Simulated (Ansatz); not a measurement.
The same calculation of C2H7BSSi, SMILES BC1([SiH3])CS1 as a Python script and as an input file (the Ansatz DFT code, driven from Python).

Run as a notebook:

**Cell 1**
```python
from dataclasses import dataclass

import ansatz as az
import numpy as np
```

**Cell 2**
```python
@dataclass
class Options:
    basis: str = "def2-SVPD"
```

**Cell 3**
```python
cfg = Options()
```

**Cell 4**
```python
geometry_ang = [
    ("B", [0.1121, 1.5881, 0.5506]),
    ("C", [-0.0753, 0.2151, -0.1743]),
    ("Si", [0.9938, -1.1826, 0.3901]),
    ("C", [-1.3056, -0.1231, -0.7415]),
    ("S", [-0.1293, 0.3473, -2.0239]),
    ("H", [1.0075, 2.327, 0.3276]),
    ("H", [-0.7136, 1.9772, 1.3377]),
    ("H", [0.8551, -2.3497, -0.4514]),
    ("H", [0.7011, -1.5001, 1.8397]),
    ("H", [2.4359, -0.7652, 0.3419]),
    ("H", [-1.6344, -1.2161, -0.7539]),
    ("H", [-2.1702, 0.627, -0.6085]),
]
molecule = az.Crystal.molecule()
for symbol, xyz in geometry_ang:
    molecule = molecule.atom(symbol, xyz)

calculation = (
    molecule.calculation()
    .basis(gaussian=cfg.basis)
    .functional(az.LibraryFunctional("B97M-V"))
    .accuracy("medium")
    .forces()
)
summary = calculation.session().plan(threads=1).execute().report

for key in ("converged", "free_energy_ev", "reference_energy_ev", "n_frozen", "n_occupied", "n_virtual"):
    print(f"{key:22s} {summary[key]}")
```
Output:
```text
converged              True
free_energy_ev         -21563.36873355622
reference_energy_ev    -21563.36873355622
n_frozen               0
n_occupied             [27, 27]
n_virtual              [140, 140]
```

**Cell 5**
```python
symbols = [site.symbol for site in molecule.cartesian_sites]
forces = np.array(summary["forces_ev_ang"])
print("largest force", round(float(np.linalg.norm(forces, axis=1).max()), 4), "eV/A, rms", round(float(np.sqrt((forces ** 2).mean())), 4))
```
Output:
```text
largest force 4.8482 eV/A, rms 1.0831
```

**Cell 6**
```python
charges = summary["charge_distribution"]
print("dipole moment", round(4.803205 * float(np.linalg.norm(charges["dipole_moment_e_ang"])), 3), "D")
print("Mulliken:", [(s, round(q, 3)) for s, q in zip(symbols, charges["mulliken_charges_e"])])
```
Output:
```text
dipole moment 1.463 D
Mulliken: [('B', -0.589), ('C', -0.516), ('Si', -0.424), ('C', 0.404), ('S', -0.333), ('H', 0.392), ('H', 0.38), ('H', 0.186), ('H', 0.187), ('H', 0.186), ('H', 0.039), ('H', 0.09)]
```

`input.yaml`:
```yaml
crystal:
  periodic: [false, false, false]
  atoms:
    - { symbol: B, position_ang: [0.1121, 1.5881, 0.5506] }
    - { symbol: C, position_ang: [-0.0753, 0.2151, -0.1743] }
    - { symbol: Si, position_ang: [0.9938, -1.1826, 0.3901] }
    - { symbol: C, position_ang: [-1.3056, -0.1231, -0.7415] }
    - { symbol: S, position_ang: [-0.1293, 0.3473, -2.0239] }
    - { symbol: H, position_ang: [1.0075, 2.327, 0.3276] }
    - { symbol: H, position_ang: [-0.7136, 1.9772, 1.3377] }
    - { symbol: H, position_ang: [0.8551, -2.3497, -0.4514] }
    - { symbol: H, position_ang: [0.7011, -1.5001, 1.8397] }
    - { symbol: H, position_ang: [2.4359, -0.7652, 0.3419] }
    - { symbol: H, position_ang: [-1.6344, -1.2161, -0.7539] }
    - { symbol: H, position_ang: [-2.1702, 0.627, -0.6085] }
accuracy: medium
basis:
  gaussian: { orbitals: def2-SVPD }
hamiltonian:
  xc: { name: B97M-V }
output:
  forces: true
```

Launched from the shell:
```console
$ ansatz run input.yaml --threads 1 --pin off --max-ram 4096MiB --backend cpu --events-out ev --progress --plain --runs-dir out
Engine: ansatz 0.2.0, x86_64-unknown-linux-gnu
Functional definition: B97M-V
  parameter cx00 = 1.000
  parameter cx01 = 1.308
  parameter cx02 = 1.901
  parameter cx10 = 0.416
  parameter cx11 = 3.070
  parameter css00 = 1.000
  parameter css02 = -1.855
  parameter css10 = -5.668
  parameter css32 = -20.497
  parameter css42 = -20.364
  parameter cos00 = 1.000
  parameter cos01 = 1.573
  parameter cos03 = -6.298
  parameter cos10 = 2.535
  parameter cos32 = -6.427
  parameter b = 6.0
  parameter c = 0.01
  gx(w, u) = cx00 + cx01*u + cx02*u^2 + (cx10 + cx11*u)*w
  gss(w, u) = css00 + css02*u^2 + css10*w + (css32*w^3 + css42*w^4)*u^2
  gos(w, u) = cos00 + cos01*u + cos03*u^3 + cos10*w + cos32*w^3*u^2
  exchange = spin_sum(e_x_unif_s*gx(b97_w, b97_u_x))
  correlation = spin_sum(e_c_pw_mod_same_spin*gss(b97_w, b97_u_same))
      + integral(e_c_pw_mod_opposite_spin*gos(b97_w_opposite, b97_u_opposite)) + vv10(b, c)
1443 factors; their error is unknown
mean field evaluation 1: about -21556.7243 eV, gradient 5.0e1 eV
mean field evaluation 2: about -21538.2991 eV, gradient 9.3e1 eV
mean field evaluation 4: about -21563.3101 eV, gradient 5.6e0 eV
mean field evaluation 8: about -21563.4170 eV, gradient 2.4e-1 eV
mean field evaluation 16: about -21563.3686 eV, gradient 4.7e-4 eV
mean field -21563.36864724 eV, -792.4391816098 hartree, gradient 2.7e-5 eV, S^2 0.000000; 0 other end points of the search recorded, 0 dependent functions left out
the calculation of the forces begins
reference -21563.36873356 eV, -792.4391847819 hartree; 27, 27 occupied and 140, 140 virtual orbitals, 1443 factors
Total energy: -21563.36873356 eV, -792.4391847819 hartree
Atom 0 at     0.112100     1.588100     0.550600 Å, force    -0.457624    -0.067749    -0.235075 eV/Å
Atom 1 at    -0.075300     0.215100    -0.174300 Å, force     2.455001     1.325913     1.264155 eV/Å
Atom 2 at     0.993800    -1.182600     0.390100 Å, force     1.213702     0.256521     1.014730 eV/Å
Atom 3 at    -1.305600    -0.123100    -0.741500 Å, force    -4.692769    -0.938045    -0.776488 eV/Å
Atom 4 at    -0.129300     0.347300    -2.023900 Å, force     0.212183     0.127594    -0.134564 eV/Å
Atom 5 at     1.007500     2.327000     0.327600 Å, force     0.532488     0.009574    -0.066119 eV/Å
Atom 6 at    -0.713600     1.977200     1.337700 Å, force    -0.093463    -0.155019     0.013542 eV/Å
Atom 7 at     0.855100    -2.349700    -0.451400 Å, force    -0.345010    -0.617152    -0.460036 eV/Å
Atom 8 at     0.701100    -1.500100     1.839700 Å, force    -0.058029    -0.015473    -0.267894 eV/Å
Atom 9 at     2.435900    -0.765200     0.341900 Å, force    -0.167197    -0.006461     0.005164 eV/Å
Atom 10 at    -1.634400    -1.216100    -0.753900 Å, force     0.252612     1.423265    -0.098608 eV/Å
Atom 11 at    -2.170200     0.627000    -0.608500 Å, force     1.148107    -1.342968    -0.258806 eV/Å
Dipole moment:    -0.221482    -0.118070     0.172504 e Å
```

The settings weren't tested for convergence. The geometry is a force-field or estimated start, not a minimum of this method, and the basis set is short of its limit. Mulliken charges are unreliable in a basis with diffuse functions. Run time: 23 s on 1 thread of Intel(R) Xeon(R) Platinum 8488C (Sapphire Rapids), with other jobs on the host, peak memory 0.37 GiB.

(Lines on the test bed's own set-up are left out of the output.)
